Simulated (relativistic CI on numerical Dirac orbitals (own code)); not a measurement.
# Cl¹⁵⁺: one ion under different settings

How much do the settings matter for Cl¹⁵⁺? One ion, several inputs.

The numbers are computed with relativistic CI on numerical Dirac orbitals (own code) version 3 (Dirac-Coulomb-Breit CI, KLI orbitals optimised for each configuration, model QED (radiative potential, 1s self-energy scaled to tabulated hydrogen-like ionisation energies), numerical settings as typed), except any that are marked as measured or tabulated.

### Step 1. The atom as given

```
ion            : Cl¹⁵⁺ (Cl XVI)
nuclear charge : 17
electrons      : 2
isotope        : A = 35
```

### Step 2. Usual settings

Settings of the run:

```ini
atom Cl  Z=17  charge=15  electrons=2
nucleus A=35  rms_radius_fm=3.3654
hamiltonian dirac-coulomb  breit=on  qed=on  c_scale=1
orbitals kli  potential=per-configuration
slater_scale 1
correlation none
mixing on
grid step=0.0125 r_max=6.5
scf mixing=0.4 start=green max_iterations=150 tolerance=2e-08 node_fill=0.05
configurations
  1s2
  1s 2s
end
```

Run with:

```bash
$ python run_levels.py task.json out
```

One command runs all members of the session, one after another, from task.json.

Main fields of the result record, rounded:

```text
status: converged
levels [i, E_cm, J2, conf, term, w_term, w_jj]:
  - [0, 0, 0, "1s2", "1S", 1, 1]
  - [1, 22225481, 2, "1s 2s", "3S", 1, 1]
  - [2, 22381232, 0, "1s 2s", "1S", 1, 1]
total_energy [Ha]: -279.41896181
n_levels_all: 3
overlap: 8.09047e-15
scf_iterations: [7, 7]
orbital_energies [Ha]: {"1s": -134.543}
configurations [conf, odd, states, E_av_Ha, breit_Ha, qed_Ha]:
  - ["1s2", 0, 1, -279.5467582, 0.06211, 0.06571]
  - ["1s 2s", 0, 4, -178.0143904, 0.002941, 0.03823]
scf_steps of the first configuration [iteration, E_Ha, residual, outer_eigenvalue_Ha]:
  - [1, -279.4276113, 0.734, -143.9]
  - [2, -279.5043343, 0.44, -140.1]
  - [3, -279.5467474, 0.00263, -134.5]
  - [4, -279.5467582, 0.000208, -134.5]
  - [5, -279.5467582, 1.41e-06, -134.5]
  - [6, -279.5467582, 1.17e-07, -134.5]
  - [7, -279.5467582, 2.59e-10, -134.5]
```

Wall time 0.029 s (1 thread, shared host).

### Step 3. Nuclear radius 3.0289, grid step 0.02

Settings of the run:

```ini
atom Cl  Z=17  charge=15  electrons=2
nucleus A=35  rms_radius_fm=3.0289
hamiltonian dirac-coulomb  breit=on  qed=on  c_scale=1
orbitals kli  potential=per-configuration
slater_scale 1
correlation none
mixing on
grid step=0.02 r_max=6.5
scf mixing=0.4 start=green max_iterations=150 tolerance=2e-08 node_fill=0.05
configurations
  1s2
  1s 2s
end
```

Results of the run:

```text
status: converged
levels [i, E_cm, J2, conf, term, w_term]:
  - [0, 0, 0, "1s2", "1S", 1]
  - [1, 22225486, 2, "1s 2s", "3S", 1]
  - [2, 22381237, 0, "1s 2s", "1S", 1]
total_energy [Ha]: -279.41901023
n_levels_all: 3
overlap: 1.90579e-13
scf_iterations: [7, 7]
orbital_energies [Ha]: {"1s": -134.543}
configurations [conf, odd, states, E_av_Ha, breit_Ha, qed_Ha]:
  - ["1s2", 0, 1, -279.546807, 0.06211, 0.06571]
  - ["1s 2s", 0, 4, -178.0144165, 0.002941, 0.03823]
scf_steps of the first configuration [iteration, E_Ha, residual, outer_eigenvalue_Ha]:
  - [1, -279.4276601, 0.734, -143.9]
  - [2, -279.5043831, 0.44, -140.1]
  - [3, -279.5467962, 0.00263, -134.5]
  - [4, -279.546807, 0.000208, -134.5]
  - [5, -279.546807, 1.41e-06, -134.5]
  - [6, -279.546807, 1.17e-07, -134.5]
  - [7, -279.546807, 2.59e-10, -134.5]
```

Run time: 0.023 s. Hardware: 1 thread, shared host.

The changed nuclear radius is not that of the isotope named.

### Step 4. Tolerance 1e-10

Settings of the run:

```ini
atom Cl  Z=17  charge=15  electrons=2
nucleus A=35  rms_radius_fm=3.3654
hamiltonian dirac-coulomb  breit=on  qed=on  c_scale=1
orbitals kli  potential=per-configuration
slater_scale 1
correlation none
mixing on
grid step=0.0125 r_max=6.5
scf mixing=0.4 start=green max_iterations=150 tolerance=1e-10 node_fill=0.05
configurations
  1s2
  1s 2s
end
```

Results of the run:

```text
status: converged
levels [i, E_cm, J2, conf, term, w_term]:
  - [0, 0, 0, "1s2", "1S", 1]
  - [1, 22225481, 2, "1s 2s", "3S", 1]
  - [2, 22381232, 0, "1s 2s", "1S", 1]
total_energy [Ha]: -279.41896181
n_levels_all: 3
overlap: 7.92499e-15
scf_iterations: [8, 8]
orbital_energies [Ha]: {"1s": -134.543}
configurations [conf, odd, states, E_av_Ha, breit_Ha, qed_Ha]:
  - ["1s2", 0, 1, -279.5467582, 0.06211, 0.06571]
  - ["1s 2s", 0, 4, -178.0143904, 0.002941, 0.03823]
scf_steps of the first configuration [iteration, E_Ha, residual, outer_eigenvalue_Ha]:
  - [1, -279.4276113, 0.734, -143.9]
  - [2, -279.5043343, 0.44, -140.1]
  - [3, -279.5467474, 0.00263, -134.5]
  - [4, -279.5467582, 0.000208, -134.5]
  - [5, -279.5467582, 1.41e-06, -134.5]
  - [6, -279.5467582, 1.17e-07, -134.5]
  - [7, -279.5467582, 2.59e-10, -134.5]
  - [8, -279.5467582, 2.93e-11, -134.5]
```

Run time: 0.028 s. Hardware: 1 thread, shared host.

### Step 5. QED terms off, nuclear radius 3.0289

Settings of the run:

```ini
atom Cl  Z=17  charge=15  electrons=2
nucleus A=35  rms_radius_fm=3.0289
hamiltonian dirac-coulomb  breit=on  qed=off  c_scale=1
orbitals kli  potential=per-configuration
slater_scale 1
correlation none
mixing on
grid step=0.0125 r_max=6.5
scf mixing=0.4 start=green max_iterations=150 tolerance=2e-08 node_fill=0.05
configurations
  1s2
  1s 2s
end
```

Results of the run:

```text
status: converged
levels [i, E_cm, J2, conf, term, w_term]:
  - [0, 0, 0, "1s2", "1S", 1]
  - [1, 22231516, 2, "1s 2s", "3S", 1]
  - [2, 22387265, 0, "1s 2s", "1S", 1]
total_energy [Ha]: -279.4847327
n_levels_all: 3
overlap: 8.23203e-15
scf_iterations: [7, 7]
orbital_energies [Ha]: {"1s": -134.543}
configurations [conf, odd, states, E_av_Ha, breit_Ha, qed_Ha]:
  - ["1s2", 0, 1, -279.5468336, 0.06211, 0]
  - ["1s 2s", 0, 4, -178.0144332, 0.002941, 0]
scf_steps of the first configuration [iteration, E_Ha, residual, outer_eigenvalue_Ha]:
  - [1, -279.4276867, 0.734, -143.9]
  - [2, -279.5044097, 0.44, -140.1]
  - [3, -279.5468228, 0.00263, -134.5]
  - [4, -279.5468336, 0.000208, -134.5]
  - [5, -279.5468336, 1.41e-06, -134.5]
  - [6, -279.5468336, 1.17e-07, -134.5]
  - [7, -279.5468336, 2.59e-10, -134.5]
```

Run time: 0.01 s. Hardware: 1 thread, shared host.

The changed nuclear radius is not that of the isotope named.

### Step 6. QED terms off

Settings: those of step 5 with these lines changed.

```diff
@@ -1,3 +1,3 @@
 atom Cl  Z=17  charge=15  electrons=2
-nucleus A=35  rms_radius_fm=3.0289
+nucleus A=35  rms_radius_fm=3.3654
 hamiltonian dirac-coulomb  breit=on  qed=off  c_scale=1
```

Results of the run:

```text
status: converged
levels [i, E_cm, J2, conf, term, w_term]:
  - [0, 0, 0, "1s2", "1S", 1]
  - [1, 22231509, 2, "1s 2s", "3S", 1]
  - [2, 22387257, 0, "1s 2s", "1S", 1]
total_energy [Ha]: -279.48465734
n_levels_all: 3
overlap: 8.09047e-15
scf_iterations: [7, 7]
orbital_energies [Ha]: {"1s": -134.543}
configurations [conf, odd, states, E_av_Ha, breit_Ha, qed_Ha]:
  - ["1s2", 0, 1, -279.5467582, 0.06211, 0]
  - ["1s 2s", 0, 4, -178.0143904, 0.002941, 0]
scf_steps of the first configuration [iteration, E_Ha, residual, outer_eigenvalue_Ha]:
  - [1, -279.4276113, 0.734, -143.9]
  - [2, -279.5043343, 0.44, -140.1]
  - [3, -279.5467474, 0.00263, -134.5]
  - [4, -279.5467582, 0.000208, -134.5]
  - [5, -279.5467582, 1.41e-06, -134.5]
  - [6, -279.5467582, 1.17e-07, -134.5]
  - [7, -279.5467582, 2.59e-10, -134.5]
```

Run time: 0.01 s. Hardware: 1 thread, shared host.

### Step 7. Potential mixing 2.5

Settings of the run:

```ini
atom Cl  Z=17  charge=15  electrons=2
nucleus A=35  rms_radius_fm=3.3654
hamiltonian dirac-coulomb  breit=on  qed=on  c_scale=1
orbitals kli  potential=per-configuration
slater_scale 1
correlation none
mixing on
grid step=0.0125 r_max=6.5
scf mixing=2.5 start=green max_iterations=65 tolerance=2e-08 node_fill=0.05
configurations
  1s2
  1s 2s
end
```

Results of the run:

```text
status: converged
levels [i, E_cm, J2, conf, term, w_term]:
  - [0, 0, 0, "1s2", "1S", 1]
  - [1, 22225481, 2, "1s 2s", "3S", 1]
  - [2, 22381232, 0, "1s 2s", "1S", 1]
total_energy [Ha]: -279.41896181
n_levels_all: 3
overlap: 6.24917e-15
scf_iterations: [7, 8]
orbital_energies [Ha]: {"1s": -134.543}
configurations [conf, odd, states, E_av_Ha, breit_Ha, qed_Ha]:
  - ["1s2", 0, 1, -279.5467582, 0.06211, 0.06571]
  - ["1s 2s", 0, 4, -178.0143904, 0.002941, 0.03823]
scf_steps of the first configuration [iteration, E_Ha, residual, outer_eigenvalue_Ha]:
  - [1, -279.4276113, 0.734, -143.9]
  - [2, -279.2174572, 1.18, -120.5]
  - [3, -279.5466753, 0.0074, -134.6]
  - [4, -279.5467581, 0.000342, -134.5]
  - [5, -279.5467582, 1.33e-05, -134.5]
  - [6, -279.5467582, 2.66e-08, -134.5]
  - [7, -279.5467582, 7.06e-09, -134.5]
```

Wall time 0.029 s (1 thread, shared host).

The value lies outside the usual range, yet the result is unchanged in this case.

### Step 8. Node fill 50

Settings: those of step 7 with these lines changed.

```diff
@@ -8,3 +8,3 @@
 grid step=0.0125 r_max=6.5
-scf mixing=2.5 start=green max_iterations=65 tolerance=2e-08 node_fill=0.05
+scf mixing=0.4 start=green max_iterations=76 tolerance=2e-08 node_fill=50
 configurations
```

Results of the run:

```text
status: converged
levels [i, E_cm, J2, conf, term, w_term]:
  - [0, 0, 0, "1s2", "1S", 1]
  - [1, 22235472, 2, "1s 2s", "3S", 1]
  - [2, 22380269, 0, "1s 2s", "1S", 1]
total_energy [Ha]: -279.41896181
n_levels_all: 3
overlap: 7.699e-15
scf_iterations: [7, 8]
orbital_energies [Ha]: {"1s": -134.543}
configurations [conf, odd, states, E_av_Ha, breit_Ha, qed_Ha]:
  - ["1s2", 0, 1, -279.5467582, 0.06211, 0.06571]
  - ["1s 2s", 0, 4, -177.9806779, 0.002715, 0.03779]
scf_steps of the first configuration [iteration, E_Ha, residual, outer_eigenvalue_Ha]:
  - [1, -279.4276113, 0.734, -143.9]
  - [2, -279.5043343, 0.44, -140.1]
  - [3, -279.5467474, 0.00263, -134.5]
  - [4, -279.5467582, 0.000208, -134.5]
  - [5, -279.5467582, 1.41e-06, -134.5]
  - [6, -279.5467582, 1.17e-07, -134.5]
  - [7, -279.5467582, 2.59e-10, -134.5]
```

Run time: 0.029 s. Hardware: 1 thread, shared host.

A bad setting: its result is shown only for the comparison.

### Step 9. The runs side by side

| setting | total energy less usual (Ha) | largest shift of a level among the lowest eight of both runs, same label and place (cm⁻¹) | SCF iterations | time | lowest level | kind of change |
| --- | --- | --- | --- | --- | --- | --- |
| usual | 0 | 0 | 14 | 0.029 s | 1s2 1S0 | - |
| nuclear radius 3.0289, grid step 0.02 | -4.84e-05 | 4.97 | 14 | 0.023 s | 1s2 1S0 | unphysical constant |
| tolerance 1e-10 | 0 | 0 | 16 | 0.028 s | 1s2 1S0 | numerical |
| QED terms off, nuclear radius 3.0289 | -0.0658 | 6030 | 14 | 0.01 s | 1s2 1S0 | unphysical constant |
| QED terms off | -0.0657 | 6030 | 14 | 0.01 s | 1s2 1S0 | model term |
| potential mixing 2.5 | 0 | 0 | 15 | 0.029 s | 1s2 1S0 | extreme, harmless here |
| node fill 50 | 0 | 9990 | 15 | 0.029 s | 1s2 1S0 | unsound |

### Step 10. Results

| quantity | value |
| --- | --- |
| lowest level, usual settings | 1s2 1S0 |
| total energy | -279.4190 Ha |
| first excitation | 2755.61 eV |

Among the runs whose levels can be followed, they move most under «node fill 50» (unsound), by up to 9990 cm⁻¹. No visible change in the result comes from «tolerance 1e-10» or «potential mixing 2.5». Only the listed configurations are in the model.
